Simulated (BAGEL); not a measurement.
**HF/3-21G (density fitting with qzvpp-jkfit) run of BGeH5 (SMILES [BH2][GeH3])**

What is the vertical electron affinity of BGeH5 at HF/3-21G (density fitting with qzvpp-jkfit)? 

The results are computed with BAGEL 1.2.2.

### 1 The structure to begin with

The species is BGeH5 (7 atoms), meant as a singlet with charge 0. SMILES: `[BH2][GeH3]`. The coordinates come from a PBE0-D4/def2-TZVP relaxation.

Bond lengths: B1–Ge2 2.057 Å, B1–H3 1.195 Å, B1–H4 1.194 Å, Ge2–H5 1.542 Å, Ge2–H6 1.542 Å, Ge2–H7 1.538 Å. Angles: B1–Ge2–H5 109.6°, B1–Ge2–H6 109.7°, B1–Ge2–H7 114.9°, Ge2–B1–H3 119.1°, Ge2–B1–H4 122.6°, H5–Ge2–H6 106.6°, H5–Ge2–H7 107.9°, H6–Ge2–H7 107.9°, H3–B1–H4 118.3°.

### 2 A single-point energy at HF/3-21G (density fitting with qzvpp-jkfit)

calc.json

```json
{ "bagel": [

{
  "title": "molecule",
  "basis": "3-21g",
  "df_basis": "qzvpp-jkfit",
  "angstrom": "true",
  "geometry": [
    { "atom": "B", "xyz": [       0.007500,      -1.219800,       0.268100 ] },
    { "atom": "Ge", "xyz": [       0.048900,       0.786100,      -0.183400 ] },
    { "atom": "H", "xyz": [      -1.044400,      -1.784600,       0.312800 ] },
    { "atom": "H", "xyz": [       0.997700,      -1.849300,       0.488600 ] },
    { "atom": "H", "xyz": [      -0.601100,       1.019700,      -1.562200 ] },
    { "atom": "H", "xyz": [      -0.799800,       1.566200,       0.840700 ] },
    { "atom": "H", "xyz": [       1.452500,       1.413700,      -0.210300 ] }
  ]
},

{
  "title": "hf"
},

{
  "title": "print",
  "file": "orbitals.molden",
  "orbitals": "true"
}

]}
```

Launch:

```
$ BAGEL_NUM_THREADS=1 BAGEL calc.json > calc.out
```

The program printed:

```text
* using 1 threads per process

  ===============================================================
  ===============================================================

  *** Geometry ***

  { "atom" : "B", "xyz" : [      0.014173,     -2.305088,      0.506636 ] },
  { "atom" : "Ge", "xyz" : [      0.092408,      1.485514,     -0.346576 ] },
  { "atom" : "H", "xyz" : [     -1.973630,     -3.372405,      0.591106 ] },
  { "atom" : "H", "xyz" : [      1.885380,     -3.494671,      0.923320 ] },
  { "atom" : "H", "xyz" : [     -1.135914,      1.926954,     -2.952130 ] },
  { "atom" : "H", "xyz" : [     -1.511403,      2.959689,      1.588693 ] },
  { "atom" : "H", "xyz" : [      2.744827,      2.671506,     -0.397409 ] },

  Number of auxiliary basis functions:      431

  Since a DF basis is specified, we compute 2- and 3-index integrals:
    o Being stored without compression. Storage requirement is 0.006 GB

  Number of basis functions:       41
  Number of electrons      :       42

    * METHOD: MOLECULE                             0.22

  *** RHF ***

  === Nuclear Repulsion ===
    94.8513675799

      * DIIS with orbital gradients will be used.

  === RHF iteration (3-21g) ===
      0      -2092.69278385          0.00958610           0.04
      1      -2092.71765390          0.00254439           0.03
      2      -2092.71946779          0.00025400           0.03
      3      -2092.71949228          0.00007315           0.03
      4      -2092.71949462          0.00001250           0.03
      5      -2092.71949470          0.00000249           0.03
      6      -2092.71949470          0.00000041           0.03
      7      -2092.71949470          0.00000009           0.03
      8      -2092.71949470          0.00000001           0.03
      9      -2092.71949470          0.00000000           0.03
    * SCF iteration converged.

    * Permanent dipole moment:
           (   -0.017360,     0.219856,    -0.051815) a.u.

    * METHOD: HF                                   0.50

    * METHOD: PRINT                                0.01

  ===============================================================
```

Run time: 0.89 s. Hardware: 1 thread of Arm Neoverse N1, shared host; peak memory 0.081 GiB.

### 3 The doublet anion

input.json

```json
{ "bagel": [

{
  "title": "molecule",
  "basis": "3-21g",
  "df_basis": "qzvpp-jkfit",
  "angstrom": true,
  "geometry": [
    { "atom": "B", "xyz": [    0.007500,   -1.219800,    0.268100 ] },
    { "atom": "Ge", "xyz": [    0.048900,    0.786100,   -0.183400 ] },
    { "atom": "H", "xyz": [   -1.044400,   -1.784600,    0.312800 ] },
    { "atom": "H", "xyz": [    0.997700,   -1.849300,    0.488600 ] },
    { "atom": "H", "xyz": [   -0.601100,    1.019700,   -1.562200 ] },
    { "atom": "H", "xyz": [   -0.799800,    1.566200,    0.840700 ] },
    { "atom": "H", "xyz": [    1.452500,    1.413700,   -0.210300 ] }
  ]
},
{ "title": "uhf", "charge": -1, "nopen": 1 },
{ "title": "print", "file": "orbitals.molden", "orbitals": true }

]}
```

Launch:

```
$ BAGEL_NUM_THREADS=1 BAGEL input.json > input.out
```

The program printed:

```text
* using 1 threads per process

  ===============================================================
  ===============================================================

  *** Geometry ***

  { "atom" : "B", "xyz" : [      0.014173,     -2.305088,      0.506636 ] },
  { "atom" : "Ge", "xyz" : [      0.092408,      1.485514,     -0.346576 ] },
  { "atom" : "H", "xyz" : [     -1.973630,     -3.372405,      0.591106 ] },
  { "atom" : "H", "xyz" : [      1.885380,     -3.494671,      0.923320 ] },
  { "atom" : "H", "xyz" : [     -1.135914,      1.926954,     -2.952130 ] },
  { "atom" : "H", "xyz" : [     -1.511403,      2.959689,      1.588693 ] },
  { "atom" : "H", "xyz" : [      2.744827,      2.671506,     -0.397409 ] },

  Number of auxiliary basis functions:      431

  Since a DF basis is specified, we compute 2- and 3-index integrals:
    o Being stored without compression. Storage requirement is 0.006 GB

  Number of basis functions:       41
  Number of electrons      :       42

    * METHOD: MOLECULE                             0.21

  *** Open-shell HF ***

  === Nuclear Repulsion ===
    94.8513675799

      * DIIS with orbital gradients will be used.

  === UHF iteration (3-21g) ===
      0      -2092.65363464          0.02813958           0.07
      1      -2092.69713821          0.00664060           0.06
      2      -2092.70105459          0.00221138           0.06
      3      -2092.70153088          0.00053325           0.06
      4      -2092.70170357          0.00013019           0.06
      5      -2092.70175829          0.00004247           0.06
      6      -2092.70176722          0.00000554           0.06
      7      -2092.70176753          0.00000193           0.06
      8      -2092.70176760          0.00000063           0.06
      9      -2092.70176761          0.00000031           0.06
     10      -2092.70176761          0.00000013           0.06
     11      -2092.70176761          0.00000007           0.06
     12      -2092.70176761          0.00000003           0.07
     13      -2092.70176761          0.00000001           0.06
    * SCF iteration converged.

    * S^2 (UHF) is 0.7639

    * Permanent dipole moment:
           (   -0.101425,    -1.936837,     0.430411) a.u.

    * METHOD: UHF                                  1.07

    * METHOD: PRINT                                0.01

  ===============================================================
```

It took 1.4 s on 1 thread of Arm Neoverse N1, shared host; peak memory 0.081 GiB.

### 4 What came out

Level: HF/3-21G (density fitting with qzvpp-jkfit).

| quantity | value |
| --- | --- |
| singlet BGeH5: total energy | -2092.71949 Eh |
| singlet BGeH5: dipole moment | 0.58 D |
| singlet BGeH5: HOMO energy | -11.17 eV |
| singlet BGeH5: LUMO energy | 1.37 eV |
| singlet BGeH5: HOMO–LUMO gap | 12.54 eV |
| doublet anion: total energy | -2092.70177 Eh |
| doublet anion: ⟨S²⟩ | 0.764 |
| vertical electron affinity (to the doublet anion) | -0.482 eV |

What this shows: The anion lies 0.48 eV (46.5 kJ/mol) above the neutral: the electron isn't bound at this level, and such a value depends on the basis. Without diffuse functions anions come out too high. Hartree–Fock misses the correlation that binds many anions.
